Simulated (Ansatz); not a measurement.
# GdIrAs (I4_1md): the equilibrium volume, part 2 of 2

Aim: the volume at which the pressure of GdIrAs (I4_1md) vanishes.

Ansatz 0.2.0; DFT PBEsol, scalar-relativistic, plane waves, PAW. Earlier steps stand in the parts before.

## 3. Full relaxation

input.yaml

```yaml
crystal:
  lattice:
    - [-2.0518315782, 2.0518315782, 7.3101383654]
    - [2.0518315782, -2.0518315782, 7.3101383654]
    - [2.0518315782, 2.0518315782, -7.3101383654]
  atoms:
    - { symbol: As, position: [0.8273896324, 0.3273896324, 0.5] }
    - { symbol: As, position: [0.0773896324, 0.0773896324, 0.0] }
    - { symbol: Ir, position: [0.6625893253, 0.1625893253, 0.5] }
    - { symbol: Ir, position: [0.9125893253, 0.9125893253, 0.0] }
    - { symbol: Gd, position: [0.2480210423, 0.7480210423, 0.5], spin: 7.63 }
    - { symbol: Gd, position: [0.4980210423, 0.4980210423, 0.0], spin: 7.63 }
basis:
  ecutwfc: 420
kpoints:
  mp_grid: { grid: [10, 10, 10] }
hamiltonian:
  xc: pbesol
scf:
  occupations: { method: gaussian, width: 0.05 }
  lower_state_search: "off"
output:
  forces: true
  stress: true
  eigenvalues: true
  populations: true
  hubbard: { sites: [{ species: Gd, l: f }] }
magnetization:
  spin_polarized: true
relax:
  adjacent_minimum: "off"
  f_tol: 0.01
  max_steps: 50
  cell: { stress_tol: 0.1 }
```

Run with:

```
$ ansatz run input.yaml --threads 8 --pin off --max-ram 14336MiB --backend cpu --events-out ev --progress --plain --runs-dir out
```

The program printed:

```text
Warning: RAYON_NUM_THREADS=8 ignored (pool sized by the plan → 8); use --threads N
basis.fft_grid_basis auto: the FFT boxes are laid along the combinations [[1, 0, 1], [0, 1, 1], [0, 0, 1]] of the cell's own vectors, 4.104, 4.104 and 7.865 Å long. The dense box has 30×30×54 points. Along the cell's own vectors, as sized, it would have 54×54×54, 3.24 times as many. Of the 8 symmetry operations that the crystal satisfies within crystal.symmetry.tolerance (time reversal apart; of a slab, those that keep its plane) the dense box along the cell's own vectors carries 8, and the one as laid loses 6 of those. basis.fft_grid_basis: typed keeps the cell's own vectors: state it where this run's energies or levels are differenced outside the engine with another run's, or held beside a run that keeps those vectors.
Gd: projections on atomic orbitals take those of the free atom [Kr 4d10] 4f7 5s2 5p6 5d1 6s2, of charge +0.00 (hamiltonian.pseudopotentials.projection_atoms); the dataset's partial waves leave at most 2.5e-4 of an orbital's norm unspanned inside its sphere
Engine: ansatz 0.2.0, aarch64-unknown-linux-gnu
Pseudopotentials: kind: paw
Pseudopotential: As, paw, valence charge 15, recommended cutoff 420 eV (normal), As.paw.azcp
Pseudopotential: Ir, paw, valence charge 17, recommended cutoff 420 eV (normal), Ir.paw.azcp
Pseudopotential: Gd, paw, valence charge 18, recommended cutoff 420 eV (normal), Gd.paw.azcp
Functional definition: PBEsol
  exchange = pbesol_x
  correlation = pbesol_c
Crystal: 6 atoms, lattice volume = 123.103 Å³
Basis set: ecut = 420 eV, 2405 PW (Γ), FFT grids on a1+a3, a2+a3, a3, exchange–correlation on 60×60×108 points (8 copies of the dense FFT grid, shifted against one another)
Bands: 70, of which v1, the nominal top of the filled ones, is band 50 counted from 1 (49 counted from 0)
Symmetry: 8 space group operations
Space group: I41md (ITA 109), of the structure as read, at distance tolerance 5.0e-5 Å
Magnetic group: BNS 109.239 (UNI 899), of the structure as read, at distance tolerance 5.0e-5 Å
k-points: 102 of 1000 (time reversal used)
Non-local potential: As, projectors of the file, l = 0: 2, l = 1: 2, l = 2: 3, l = 3: 1
Non-local potential: Ir, projectors of the file, l = 0: 3, l = 1: 2, l = 2: 2, l = 3: 1
Non-local potential: Gd, projectors of the file, l = 0: 3, l = 1: 2, l = 2: 2, l = 3: 3
PAW form: soft (Blöchl's): semilocal exchange-correlation on the pseudo side does not see the compensation charge
PAW frozen core: As, regenerated for the run's functional, and the local potential with it (the file was generated under x = pbe(κ = 0.804, μ = 0.2195149727645171), c = pbe(β = 0.06672455060314922))
PAW frozen core: Ir, regenerated for the run's functional, and the local potential with it (the file was generated under x = pbe(κ = 0.804, μ = 0.2195149727645171), c = pbe(β = 0.06672455060314922))
PAW frozen core: Gd, regenerated for the run's functional, and the local potential with it (the file was generated under x = pbe(κ = 0.804, μ = 0.2195149727645171), c = pbe(β = 0.06672455060314922))
PAW one-centre angular grid: As, 590 points (default); XC on 64 Gauss nodes
PAW one-centre angular grid: Ir, 590 points (default); XC on 64 Gauss nodes
PAW one-centre angular grid: Gd, 590 points (default); XC on 64 Gauss nodes
Initial density: superposition of atomic densities (chi_scale 0.1, normalization cell, long waves kept (reshape's long-wave potential 0.00 eV rms))
Starting moments: Σ|m| = 15.26 μB on 2 of 6 sites
Initial wavefunctions: pseudopotential atomic-orbital guess
Functional: x = pbesol(κ = 0.804, μ = 0.12345679012345678), c = pbesol(β = 0.046)
SCF iter   1: F=—  HF=-51681.215767 eV  |F-HF|=—  |Δ(HF+E_count)|=         —  Δρ=1.65e-1 (↑1.65e-1 ↓1.39e-1)  dr2=8.95e0  dr2_m=2.49e1  M=13.789 μB ∫|m|=13.844 μB  β_m=0.30  ethr=3.10e-3  ⟨swp⟩=5.9  Hψ=45920  notcnv=0  defer=72
preconditioner: auto → Kerker (q_TF=auto, 2.635 Å⁻¹)  [metal: Δε(μ)=0.001 eV  Ē_g=9.758 eV  σ=0.050 eV  W_gap=0.01  n_scr=34 (ndim 8)  ℏωp=25.9 eV  f_vac=0.000  D(μ)=13.91/eV (n_scr^D=174)]
spin=Collinear: Kerker preconditioning applied to the charge; magnetization (m = ρ↑ − ρ↓) channel mixes plain (no charge-response kernel on spin).
SCF iter   2: F=—  HF=-51683.589114 eV  |F-HF|=—  |Δ(HF+E_count)|=    2.37e0  Δρ=1.57e-1 (↑1.12e-1 ↓1.57e-1)  dr2=2.86e0  dr2_m=2.02e1  M=14.617 μB ∫|m|=14.874 μB  β_m=1.00  ethr=3.10e-3  ⟨swp⟩=4.1  Hψ=26596  notcnv=0  defer=1581
SCF iter   3: F=—  HF=-51680.419972 eV  |F-HF|=—  |Δ(HF+E_count)|=    3.17e0  Δρ=1.87e-2 (↑1.19e-2 ↓1.87e-2)  dr2=8.46e-1  dr2_m=6.35e-2  M=14.081 μB ∫|m|=14.278 μB  β_m=0.30  ethr=2.86e-3  ⟨swp⟩=2.6  Hψ=27548  notcnv=0  defer=1562
SCF iter   4: F=—  HF=-51683.368430 eV  |F-HF|=—  |Δ(HF+E_count)|=    2.95e0  Δρ=9.31e-3 (↑9.31e-3 ↓5.90e-3)  dr2=1.23e-1  dr2_m=4.40e-2  M=13.972 μB ∫|m|=14.101 μB  β_m=0.30  ethr=8.46e-4  ⟨swp⟩=2.5  Hψ=27225  notcnv=0  defer=1607
SCF iter   5: F=—  HF=-51684.669788 eV  |F-HF|=—  |Δ(HF+E_count)|=    1.30e0  Δρ=1.45e-2 (↑5.97e-3 ↓1.45e-2)  dr2=2.61e-1  dr2_m=9.99e-2  M=14.106 μB ∫|m|=14.332 μB  β_m=1.00  ethr=1.23e-4  ⟨swp⟩=3.3  Hψ=27777  notcnv=0  defer=1608
SCF iter   6: F=—  HF=-51685.094822 eV  |F-HF|=—  |Δ(HF+E_count)|=   4.25e-1  Δρ=3.58e-3 (↑3.58e-3 ↓3.27e-3)  dr2=8.63e-2  dr2_m=2.85e-4  M=14.060 μB ∫|m|=14.240 μB  β_m=0.30  ethr=1.23e-4  ⟨swp⟩=2.0  Hψ=20707  notcnv=0  defer=1605
SCF iter   7: F=—  HF=-51685.479070 eV  |F-HF|=—  |Δ(HF+E_count)|=   3.84e-1  Δρ=3.13e-3 (↑1.04e-3 ↓3.13e-3)  dr2=8.31e-3  dr2_m=3.41e-3  M=14.016 μB ∫|m|=14.147 μB  β_m=0.30  ethr=8.63e-5  ⟨swp⟩=2.2  Hψ=21498  notcnv=0  defer=1605
SCF iter   8: F=—  HF=-51685.679397 eV  |F-HF|=—  |Δ(HF+E_count)|=   2.00e-1  Δρ=2.04e-3 (↑1.09e-3 ↓2.04e-3)  dr2=5.90e-3  dr2_m=1.42e-3  M=14.021 μB ∫|m|=14.149 μB  β_m=0.30  ethr=8.31e-6  ⟨swp⟩=2.5  Hψ=25226  notcnv=0  defer=1592
SCF iter   9: F=—  HF=-51685.772534 eV  |F-HF|=—  |Δ(HF+E_count)|=   9.31e-2  Δρ=8.21e-4 (↑7.98e-4 ↓8.21e-4)  dr2=1.26e-3  dr2_m=5.56e-4  M=14.039 μB ∫|m|=14.176 μB  β_m=1.00  ethr=5.90e-6  ⟨swp⟩=2.2  Hψ=23032  notcnv=0  defer=1592
SCF iter  10: F=—  HF=-51685.818822 eV  |F-HF|=—  |Δ(HF+E_count)|=   4.63e-2  Δρ=4.41e-4 (↑4.41e-4 ↓2.27e-4)  dr2=2.88e-4  dr2_m=3.70e-5  M=14.035 μB ∫|m|=14.161 μB  β_m=0.30  ethr=1.26e-6  ⟨swp⟩=2.0  Hψ=22953  notcnv=0  defer=1585
SCF iter  11: F=—  HF=-51685.842815 eV  |F-HF|=—  |Δ(HF+E_count)|=   2.40e-2  Δρ=3.24e-4 (↑3.24e-4 ↓2.26e-4)  dr2=3.88e-4  dr2_m=1.72e-5  M=14.037 μB ∫|m|=14.162 μB  β_m=0.30  ethr=2.88e-7  ⟨swp⟩=2.1  Hψ=21297  notcnv=0  defer=1585
SCF iter  12: F=—  HF=-51685.854990 eV  |F-HF|=—  |Δ(HF+E_count)|=   1.22e-2  Δρ=2.72e-4 (↑2.72e-4 ↓2.07e-4)  dr2=2.17e-4  dr2_m=1.49e-5  M=14.037 μB ∫|m|=14.162 μB  β_m=0.30  ethr=2.88e-7  ⟨swp⟩=2.0  Hψ=21818  notcnv=0  defer=1585
Mixer restart at iter 12: flushing history
spin-set hold released at iteration 12 (settled: charge residual and site-moment steps within their bounds): the magnetisation degrees of freedom join the quasi-Newton model from the next iteration; the mixer history was flushed
SCF iter  13: F=—  HF=-51685.861161 eV  |F-HF|=—  |Δ(HF+E_count)|=   6.17e-3  Δρ=2.20e-4 (↑2.20e-4 ↓2.08e-4)  dr2=1.81e-4  dr2_m=1.10e-5  M=14.038 μB ∫|m|=14.162 μB  β_m=0.65  ethr=2.17e-7  ⟨swp⟩=2.0  Hψ=19323  notcnv=0  defer=1585
SCF iter  14: F=—  HF=-51685.867413 eV  |F-HF|=—  |Δ(HF+E_count)|=   6.25e-3  Δρ=1.80e-4 (↑1.17e-4 ↓1.80e-4)  dr2=1.28e-4  dr2_m=2.13e-6  M=14.041 μB ∫|m|=14.165 μB  β_m=0.76  ethr=1.81e-7  ⟨swp⟩=2.0  Hψ=22892  notcnv=0  defer=1585
SCF iter  15: F=—  HF=-51685.867411 eV  |F-HF|=—  |Δ(HF+E_count)|=   1.76e-6  Δρ=1.96e-4 (↑5.22e-5 ↓1.96e-4)  dr2=7.13e-5  dr2_m=7.18e-6  M=14.038 μB ∫|m|=14.160 μB  β_m=0.58  ethr=1.28e-7  ⟨swp⟩=2.0  Hψ=21253  notcnv=0  defer=1585
SCF iter  16: F=—  HF=-51685.867392 eV  |F-HF|=—  |Δ(HF+E_count)|=   1.90e-5  Δρ=3.94e-5 (↑3.94e-5 ↓2.61e-5)  dr2=7.72e-6  dr2_m=2.26e-7  M=14.040 μB ∫|m|=14.163 μB  β_m=0.61  ethr=7.13e-8  ⟨swp⟩=2.0  Hψ=19272  notcnv=0  defer=1585
SCF iter  17: F=—  HF=-51685.867392 eV  |F-HF|=—  |Δ(HF+E_count)|=   4.79e-7  Δρ=2.72e-5 (↑1.17e-5 ↓2.72e-5)  dr2=5.94e-7  dr2_m=3.18e-7  M=14.039 μB ∫|m|=14.162 μB  β_m=0.80  ethr=7.72e-9  ⟨swp⟩=2.0  Hψ=20544  notcnv=0  defer=1583
SCF iter  18: F=—  HF=-51685.867393 eV  |F-HF|=—  |Δ(HF+E_count)|=   6.89e-7  Δρ=8.24e-6 (↑5.17e-6 ↓8.24e-6)  dr2=1.66e-7  dr2_m=1.06e-8  M=14.039 μB ∫|m|=14.161 μB  β_m=0.69  ethr=5.94e-10  ⟨swp⟩=2.0  Hψ=21249  notcnv=0  defer=1583
iter 19 did not close the SCF: its close was put off until two iterations running show no level that it waits for move by more than its bar (scf_convergence_deferred on its scf_iter line)
SCF iter  19: F=-51685.867393 eV  HF=-51685.867393 eV  |F-HF|=1.94e-9  |Δ(HF+E_count)|=   6.55e-8  Δρ=1.63e-6 (↑1.37e-6 ↓1.63e-6)  dr2=1.36e-8  dr2_m=4.95e-10  M=14.039 μB ∫|m|=14.161 μB  β_m=0.84  ethr=1.00e-10  ⟨swp⟩=11.0  Hψ=64020  notcnv=0
iter 20 did not close the SCF: its close was put off until two iterations running show no level that it waits for move by more than its bar (scf_convergence_deferred on its scf_iter line)
SCF iter  20: F=-51685.867393 eV  HF=-51685.867393 eV  |F-HF|=2.94e-9  |Δ(HF+E_count)|=   3.41e-9  Δρ=9.60e-7 (↑5.22e-7 ↓9.60e-7)  dr2=3.86e-9  dr2_m=1.10e-10  M=14.039 μB ∫|m|=14.161 μB  β_m=0.92  ethr=1.36e-11  ⟨swp⟩=1.9  Hψ=37304  notcnv=0
SCF iter  21: F=-51685.867393 eV  HF=-51685.867393 eV  |F-HF|=5.82e-10  |Δ(HF+E_count)|=  6.40e-10  Δρ=1.90e-7 (↑1.85e-7 ↓1.90e-7)  dr2=2.29e-10  dr2_m=3.70e-12  M=14.039 μB ∫|m|=14.161 μB  ethr=3.86e-12  ⟨swp⟩=1.9  Hψ=37330  notcnv=0
SCF 1 converged in 21 iterations: F = -51685.867393 eV  dr2 = 2.29e-10
relax step   1: F+E_penalty+E_count = -51685.86739263 eV  Δ(F+E_penalty+E_count) = +0.000e0 eV  max|allowed force component| = 7.366e-2 eV/Å  Δτ_max = 0.0000 Å  P = -2.365 GPa  Ω = 123.103 Å³  (21 SCF iters, dr2 threshold 1.00e-7 eV, accepted)
[... from here on, the SCF cycles and remarks between the steps are left out ...]
relax step   2: F+E_penalty+E_count = -51685.90474302 eV  Δ(F+E_penalty+E_count) = -3.735e-2 eV  max|allowed force component| = 1.716e-1 eV/Å  Δτ_max = 0.0215 Å  P = +2.612 GPa  Ω = 118.059 Å³  energy of the carried Pulay correction = +1.269e-3 eV  (10 SCF iters, dr2 threshold 6.00e-7 eV, accepted)
relax step   3: F+E_penalty+E_count = -51685.92390096 eV  Δ(F+E_penalty+E_count) = -1.916e-2 eV  max|allowed force component| = 1.212e-1 eV/Å  Δτ_max = 0.0156 Å  P = +0.517 GPa  Ω = 119.776 Å³  energy of the carried Pulay correction = +8.314e-4 eV  (7 SCF iters, dr2 threshold 6.00e-7 eV, accepted)
relax step   4: F+E_penalty+E_count = -51685.93133821 eV  Δ(F+E_penalty+E_count) = -7.437e-3 eV  max|allowed force component| = 8.827e-2 eV/Å  Δτ_max = 0.0174 Å  P = -0.015 GPa  Ω = 120.027 Å³  energy of the carried Pulay correction = +7.678e-4 eV  (8 SCF iters, dr2 threshold 6.00e-7 eV, accepted)
relax step   5: F+E_penalty+E_count = -51685.93377163 eV  Δ(F+E_penalty+E_count) = -2.433e-3 eV  max|allowed force component| = 2.899e-2 eV/Å  Δτ_max = 0.0154 Å  P = +0.009 GPa  Ω = 119.834 Å³  energy of the carried Pulay correction = +8.167e-4 eV  (8 SCF iters, dr2 threshold 4.87e-7 eV, accepted)
relax step   6: F+E_penalty+E_count = -51685.93383848 eV  Δ(F+E_penalty+E_count) = -6.685e-5 eV  max|allowed force component| = 5.241e-3 eV/Å  Δτ_max = 0.0014 Å  P = -0.003 GPa  Ω = 119.862 Å³  energy of the carried Pulay correction = +8.095e-4 eV  (6 SCF iters, dr2 threshold 5.25e-8 eV, accepted)
relax step   7: F+E_penalty+E_count = -51685.93311186 eV  Δ(F+E_penalty+E_count) = +7.266e-4 eV  max|allowed force component| = 5.138e-3 eV/Å  Δτ_max = 0.0000 Å  P = -0.000 GPa  Ω = 119.862 Å³  stress off target by 1.53e-2 GPa  SCF on the basis re-selected at this cell (its energy is not comparable with the rows above)  (7 SCF iters)
basis re-selected at this cell: Δ(F+E_penalty+E_count) = +7.266e-4 eV, ΔP = +0.002 GPa vs the last step (what re-selecting the basis moved, of the pressure what is left beyond the Pulay correction that the steps carried, after the strain that the cell walked since its last selection, with what the two solves' SCF thresholds leave and, on support functions, any second-order correction that the steps lacked; it is no measure of the basis error at this ecutwfc). The dense FFT grid was sized anew with the basis: this SCF ran on 27×27×54 points, the steps before it on 30×30×54, so part of this shift can come from that change (see relax.cell in the input reference). This SCF's stress stands 1.53e-2 GPa from its target on what of the cell is left free (relax.cell.stress_tol is 1.00e-1 GPa) and its largest allowed force component is 5.14e-3 eV/Å (relax.f_tol is 1.00e-2 eV/Å): within both
SCF converged after 7 iterations
Magnetization: 14.0107 μB (57.0053 up, 42.9947 down)
Absolute magnetization: 14.1587 μB (∫|ρ↑−ρ↓|, with the PAW one-centre terms)
Spin contamination: 0.0841 ħ² per cell (⟨S²⟩ above its minimum at these occupations)
Per-site moments (μB) at R_I (Å): [(-0.014584253134071724, 0.9935425301172939), (-0.014584253134071707, 0.9935425301172939), (-0.012423500691185828, 0.9935425301172939), (-0.01242350069118585, 0.9935425301172939), (6.92788503538342, 1.264242671565168), (6.927885035383421, 1.2642426715651685)]
Free energy (F): -51685.933112 eV
Harris-Foulkes:  -51685.933112 eV  (|F-HF|=1.46e-10)
Internal energy: -51685.930283 eV  (E = F + TS)
E sigma→0 (E₀):  -51685.931698 eV
Entropy (-TS):   -0.002828 eV (-0.471 meV/atom)
Fermi energy:    16.425933 eV
--- Per-component energies (eV) ---
  E_band       = -633.048835
  E_kinetic    = 2268.508434
  E_local      = -9679.568736  (includes V_loc(G=0)·N_el)
  E_nonlocal   = -591.300406
  E_hartree    = 4432.950198
  E_xc         = -1156.577608
  E_vxc        = -1266.801298  (∫ρ·V_xc dr)
  E_paw        = -34464.781910  (= ΣΔE_a)
  E_vpaw       = -229.786970  (= ΣTr[D̂ρ^β])
  E_aug_tail   = 0.000134  (compensation charges beyond the density's cutoff)
  E_ewald      = -12498.946159
  E_core_change = 3.785769  (= ΣΔE_core)
  E_smearing   = -0.002828  (= −TS)
  E_closure    = 0.000000  (closes the sum)
  Σ components = -51685.933112   (vs F -51685.933112, Δ=0.00e0)
--- Forces (eV/Å), atoms counted from 1 ---
  atom   1  As     0.00000000    -0.00000000     0.00513745
  atom   2  As     0.00000000     0.00000000     0.00513745
  atom   3  Ir    -0.00000000     0.00000000    -0.00357523
  atom   4  Ir     0.00000000    -0.00000000    -0.00357523
  atom   5  Gd     0.00000000     0.00000000    -0.00156358
  atom   6  Gd    -0.00000000     0.00000000    -0.00156358
  max |Σ_I F_I| component: 2.71e-6 eV/Å
--- Stress (GPa, compression-positive) ---
       -0.008332      -0.000000      -0.000000
       -0.000000      -0.008332      -0.000000
       -0.000000      -0.000000       0.015316
  P = ⅓ Tr σ = -0.0004 GPa (-0.004 kbar)
--- Band table (eV; the first three rows and the last of 204) ---
  k-point 0 ↑: bands = ["-75.0654", "-75.0653", "-32.1236", "-32.1186", "-32.0712", "-32.0712", "-31.7760", "-31.7760", "-28.2447", "-28.2383", "-19.1671", "-19.1641", "-19.1558", "-19.1556", "-19.1546", "-19.1546", "-19.1529", "-19.1527", "-19.1527", "-19.1456", "-5.8269", "-5.6758", "-5.6464", "-5.6464", "-5.6373", "-5.6373", "3.8189", "5.0113", "9.8588", "10.9955", "11.7380", "11.7380", "12.1449", "12.1839", "12.1839", "12.2208", "12.2302", "12.2877", "12.2950", "12.2950", "12.2971", "12.3073", "12.3121", "12.3121", "12.5449", "12.5449", "13.0344", "13.0841", "13.5535", "13.5535", "13.8991", "14.0226", "14.4117", "15.9940", "15.9940", "16.0366", "17.1329", "17.1329", "17.1923", "17.5236", "18.5799", "19.9948", "20.1301", "20.1457", "20.1457", "20.8235", "21.0284", "21.0284", "21.2653", "21.5959"]
[... 3 lines left out ...]
--- Relaxed structure (6 steps of the walk, 6 accepted, 1 SCFs on fresh bases) ---
  F+E_penalty+E_count = -51685.93311186 eV   max|allowed force component| = 5.138e-3 eV/Å   (the final SCF, on the basis selected at the relaxed cell)
  cell:  # Å, volume = 119.8624 Å³
    - [-1.9967894626700233, 1.9967894626700233, 7.515512514852125]
    - [1.9967894626700233, -1.9967894626700233, 7.515512514852125]
    - [1.9967894626700233, 1.9967894626700233, -7.515512514852125]
  atoms:
    - { symbol: As, position: [0.8265127167212005, 0.3265127167212005, 0.49999999999999994] }
    - { symbol: As, position: [0.07651271672120051, 0.07651271672120051, 4.279854003913804e-34] }
    - { symbol: Ir, position: [0.6661204180971638, 0.16612041809716394, 0.49999999999999994] }
    - { symbol: Ir, position: [0.916120418097164, 0.916120418097164, 7.798882704553111e-34] }
    - { symbol: Gd, position: [0.2453668651816356, 0.7453668651816355, 0.49999999999999994] }
    - { symbol: Gd, position: [0.4953668651816357, 0.4953668651816357, 5.852226395859717e-34] }
--- Löwdin populations: 6 sites ---
  site symbol       q [e]    m [muB]
     0     As     15.1970    -0.0259
     1     As     15.1970    -0.0259
     2     Ir     16.8146    -0.0153
     3     Ir     16.8146    -0.0153
     4     Gd     17.7614     7.0422
     5     Gd     17.7614     7.0422
  spilling = 0.004539 (of n_electrons = 100.000000)
--- Occupation matrices: 2 shells (Löwdin-built; ε = 2.00e-2, provisional) ---
  Gd4 f_4F: site group C2v (mm2)
  Gd4 f_4F up     Tr n = 6.9936  λ = 0.998 0.999 0.999 0.999 0.999 0.999 1.000  [7× z3 0.14 A1(0.29)]
  Gd4 f_4F dn     Tr n = 0.1612  λ = 0.013 0.014 0.020 0.021 0.022 0.028 0.043  [7× z3 0.14 A1(0.29)]
  Gd5 f_4F: site group C2v (mm2)
  Gd5 f_4F up     Tr n = 6.9936  λ = 0.998 0.999 0.999 0.999 0.999 0.999 1.000  [7× z3 0.14 A1(0.29)]
  Gd5 f_4F dn     Tr n = 0.1612  λ = 0.013 0.014 0.020 0.021 0.022 0.028 0.043  [7× z3 0.14 A1(0.29)]
  Tr n, λ and their labels are of the run-group-symmetrised matrices; stabiliser: 8 of 16 elements of G0×{1,Θ} (closed), max defect 4.1e-15 at τ = 4.2e-3
```

It took 4.4 min on 8 threads of Arm Neoverse V1, shared host; peak memory 1.6 GiB.

Step by step:

```
step  energy from step 1 (meV/atom)  largest force component (eV/Å)  pressure (GPa)  volume (Å³/atom)
   1                            0.0                           0.074           -2.36            20.517
   2                           -6.2                           0.172            2.61            19.677
   3                           -9.4                           0.121            0.52            19.963
   4                          -10.7                           0.088           -0.01            20.005
   5                          -11.1                           0.029            0.01            19.972
   6                          -11.1                           0.005            0.00            19.977
   7                          -11.0                           0.005            0.00            19.977
```

Step 1 is the start. Step 7 repeats the geometry before it on a plane-wave basis chosen anew for the final cell, which shifts the energy by +0.1 meV/atom. The run keeps the 8 symmetry operations that it found, so it can't reach a distortion that breaks them.

This gives: volume 19.977 Å³/atom, pressure 0.00 GPa, a metal on this mesh, moments in the atoms' spheres Gd 6.93 μB.

## 4. The cell, before and after

The cell before and after:

| cell as typed | before | after | change |
| --- | --- | --- | --- |
| a (Å) | 7.865 | 8.029 | +2.1 % |
| b (Å) | 7.865 | 8.029 | +2.1 % |
| c (Å) | 7.865 | 8.029 | +2.1 % |
| α (°) | 149.76 | 151.20 | +1.44° |
| β (°) | 149.76 | 151.20 | +1.44° |
| γ (°) | 43.30 | 41.19 | -2.11° |
| volume (Å³/atom) | 20.517 | 19.977 | -2.6 % |
| shortest distance (Å) | 2.400 | 2.409 | +0.3 % |
| space group | I4_1md | I4_1md | same |

## 5. Results

This closing draws on all 2 parts. Changes of volume or cell count from the first structure of part 1.

| quantity | value |
| --- | --- |
| volume | 19.977 Å³/atom |
| pressure | 0.00 GPa |
| conventional cell | a = 3.994 Å, b = 3.994 Å, c = 15.031 Å, α = 90.00°, β = 90.00°, γ = 90.00° |
| gap on the mesh | none (metal) |
| spin moments in spheres | Gd 6.93 μB |

In words: Over the 2 runs shown the cell moved from 20.52 to 19.98 Å³/atom, a change of -2.6 %, where the pressure is zero within 0.01 GPa. Spin–orbit coupling is left out, though the cell holds Ir; in elements this heavy it can shift levels and gaps by tenths of an eV. No U acts on the 4f shell, so its levels can lie too near the Fermi level.
